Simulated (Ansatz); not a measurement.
**USVWN5/def2-SVPD run of CH5BN (SMILES B[N]C)**

What is the electronic atomisation energy of CH5BN at USVWN5/def2-SVPD? 

The results are computed with Ansatz 0.2.0.

61 further runs of the same task are left out: 61 set aside as unsound or not needed.

## (1) The molecule

The species is CH5BN (8 atoms), meant as a doublet with charge 0. As SMILES, `B[N]C`. The shape is that of a PBE0-D4/def2-TZVP optimisation.

Bond lengths: B1–N2 1.332 Å, N2–C3 1.390 Å, B1–H4 1.210 Å, B1–H5 1.203 Å, C3–H6 1.096 Å, C3–H7 1.096 Å, C3–H8 1.102 Å. Angles: B1–N2–C3 164.6°, N2–B1–H4 118.7°, N2–B1–H5 121.1°, N2–C3–H6 112.2°, N2–C3–H7 112.2°, N2–C3–H8 109.0°, H4–B1–H5 120.3°, H6–C3–H7 109.2°, H6–C3–H8 107.0°, H7–C3–H8 107.0°.

## (2) The energy at USVWN5/def2-SVPD

File run.yaml:

```yaml
crystal:
  periodic: [false, false, false]
  atoms:
    - {symbol: B, position_ang: [-0.373900, 1.096100, -0.965000]}
    - {symbol: N, position_ang: [0.058500, 0.275600, -0.008700]}
    - {symbol: C, position_ang: [0.339600, -0.835900, 0.776800]}
    - {symbol: H, position_ang: [-1.007800, 0.632300, -1.885400]}
    - {symbol: H, position_ang: [-0.143000, 2.276400, -0.921600]}
    - {symbol: H, position_ang: [-0.096400, -0.755000, 1.778600]}
    - {symbol: H, position_ang: [1.416200, -1.018200, 0.865300]}
    - {symbol: H, position_ang: [-0.101000, -1.728600, 0.304400]}
basis:
  gaussian:
    orbitals: def2-SVPD
hamiltonian:
  xc: {name: SVWN5}
output:
  orbitals: {seedname: orbitals}
accuracy: high
magnetization:
  spin_polarized: true
  initial_magnetization: 1
```

Launch:

```sh
$ ansatz run run.yaml --threads 1 --pin off --max-ram 3480MiB --events-out events.jsonl --progress --plain --runs-dir runs
```

Standard output:

```text
Warning: RAYON_NUM_THREADS=1 ignored (pool sized by the plan → 1); use --threads N
Functional definition: SVWN5
  name "SVWN5"
  exchange = slater_x
  correlation = vwn5_c
2079 factors; integrals over basis functions are off by at most 3.1e-9 eV
mean field evaluation 1: about -3243.7289 eV, gradient 3.7e1 eV
mean field evaluation 2: about -3225.7216 eV, gradient 6.8e1 eV
mean field evaluation 4: about -3250.5317 eV, gradient 2.7e0 eV
mean field evaluation 8: about -3250.5697 eV, gradient 1.6e-1 eV
mean field evaluation 16: about -3250.5699 eV, gradient 1.9e-5 eV
mean field -3250.56986208 eV, -119.4562391159 hartree, gradient 8.1e-8 eV, S^2 0.754061; 0 other end points of the search recorded, 0 dependent functions left out
reference -3250.56986595 eV, -119.4562392584 hartree; 12, 11 occupied and 88, 89 virtual orbitals, 2079 factors
Total energy: -3250.56986595 eV, -119.4562392584 hartree
```

Wall time 8.4 s (1 thread of Arm Neoverse N1, shared host); peak memory 0.28 GiB.

## (3) The B atom at the same level

File in.yaml:

```yaml
crystal:
  periodic: [false, false, false]
  atoms:
    - {symbol: B, position_ang: [0.000000, 0.000000, 0.000000]}
basis:
  gaussian: {orbitals: def2-SVPD}
magnetization: {spin_polarized: true, initial_magnetization: 1}
hamiltonian: {xc: {name: SVWN5}}
accuracy: high
```

Launch:

```sh
$ ansatz run in.yaml --threads 1 --pin off --max-ram 3480MiB --events-out events.jsonl --progress --plain --runs-dir runs
```

Standard output:

```text
Warning: RAYON_NUM_THREADS=1 ignored (pool sized by the plan → 1); use --threads N
[... 4 set-up lines as earlier in the session ...]
161 factors; integrals over basis functions are off by at most 2.8e-9 eV
mean field evaluation 1: about -661.8779 eV, gradient 2.3e0 eV
mean field evaluation 2: about -661.9220 eV, gradient 8.5e-1 eV
mean field evaluation 4: about -661.9228 eV, gradient 2.0e-1 eV
mean field evaluation 8: about -661.9234 eV, gradient 6.8e-4 eV
mean field evaluation 16: about -661.8861 eV, gradient 2.7e0 eV
mean field evaluation 32: about -661.9234 eV, gradient 1.4e-3 eV
mean field -661.92339547 eV, -24.3252361158 hartree, gradient 1.4e-8 eV, S^2 0.751681; 2 other end points of the search recorded, 0 dependent functions left out
reference -661.92339765 eV, -24.3252361958 hartree; 3, 2 occupied and 17, 18 virtual orbitals, 161 factors
Total energy: -661.92339765 eV, -24.3252361958 hartree
```

Wall time 0.73 s (1 thread of Arm Neoverse N1, shared host).

## (4) The C atom at the same level

File in.yaml:

```yaml
crystal:
  periodic: [false, false, false]
  atoms:
    - {symbol: C, position_ang: [0.000000, 0.000000, 0.000000]}
basis:
  gaussian:
    orbitals: def2-SVPD
hamiltonian:
  xc: {name: SVWN5}
accuracy: high
magnetization:
  spin_polarized: true
  initial_magnetization: 2
```

Run the same way, it converges to -37.42279 Eh (log not shown).

## (5) The H atom, same level

File input.yaml:

```yaml
crystal:
  periodic: [false, false, false]
  atoms:
    - {symbol: H, position_ang: [0.000000, 0.000000, 0.000000]}
basis:
  gaussian:
    orbitals: def2-SVPD
hamiltonian:
  xc: {name: SVWN5}
accuracy: high
magnetization:
  spin_polarized: true
  initial_magnetization: 1
```

Run the same way, it converges to -0.47747 Eh (log not shown).

## (6) The N atom, same level

File input.yaml:

```yaml
basis:
  gaussian:
    orbitals: def2-SVPD
crystal:
  periodic: [false, false, false]
  atoms:
    - {symbol: N, position_ang: [0.000000, 0.000000, 0.000000]}
magnetization:
  spin_polarized: true
  initial_magnetization: 3
hamiltonian:
  xc: {name: SVWN5}
accuracy: high
```

Run the same way, it converges to -54.06763 Eh (log not shown).

## (7) Summary of results

At USVWN5/def2-SVPD:

| quantity | value |
| --- | --- |
| molecule: total energy | -119.45624 Eh |
| molecule: HOMO energy (highest over α and β) | -5.50 eV |
| molecule: LUMO energy (lowest over α and β) | -4.28 eV |
| molecule: ⟨S²⟩ | 0.754 |
| B atom: total energy | -24.32524 Eh |
| B atom: ⟨S²⟩ | 0.752 |
| C atom: total energy | -37.42279 Eh |
| C atom: ⟨S²⟩ | 2.003 |
| H atom: total energy | -0.47747 Eh |
| H atom: ⟨S²⟩ | 0.750 |
| N atom: total energy | -54.06763 Eh |
| N atom: ⟨S²⟩ | 3.754 |
| electronic atomisation energy | 34.102 eV |

**Reading.** Taking the molecule apart into free atoms costs 34.10 eV (3290 kJ/mol), before zero-point energy and without spin-orbit coupling.
